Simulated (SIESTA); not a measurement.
# AlSn under changes of volume

One of the cells (25.236 Å³/atom); the others are scaled copies at fixed shape and fractional positions:

```xyz
2
Lattice="4.1981 0.0000 0.0000 -2.0991 3.6357 0.0000 0.0000 0.0000 3.3068" Properties=species:S:1:pos:R:3 pbc="T T T"
Sn    0.0000    2.4238    1.6534
Al    0.0000    0.0000    0.0000
```

The cell comes from a database or a generator and needn't be the stable form of this composition.

* Program: SIESTA 5.4.2
* Functional: LDA
* Potentials or basis: PseudoDojo 0.4 standard (LDA files)
* Basis: DZP (energy shift 0.003 Ry; two zetas on semicore shells)
* Grid cutoff: 500 Ry
* Energy shift: 0.003 Ry
* k mesh: 7 × 7 × 8
* Occupations: fermi-dirac, width 0.05 eV
* Spin: no spin polarisation

```csv
volume (Å³/atom),energy over the lowest point (meV/atom),pressure (GPa)
23.722,0.00,0.4
24.227,0.60,-0.8
24.731,4.79,-1.9
25.236,?,?
25.741,22.33,-3.6
26.245,34.88,-4.3
26.750,49.49,-5.0
```

Question: What does the run at 25.236 Å³/atom give?

Answer: Energy over the lowest point 12.16 meV/atom; pressure -2.8 GPa.

Worked out: A Birch-Murnaghan fit of order 3 (a polynomial in V^(-2/3)) to the other rows has its minimum at 23.90 Å³/atom with B0 = V·E''(V) = 60 GPa and B' = 5.5 at fixed shape and positions, which overstates the stiffness. It gives 12.19 meV/atom at 25.236 Å³/atom, against the run's 12.16, and -dE/dV = -2.8 GPa, against -2.8.

Energies are extrapolated to zero smearing.

Caveats: the basis of atomic orbitals isn't converged, which shifts pressures, moduli and gaps.
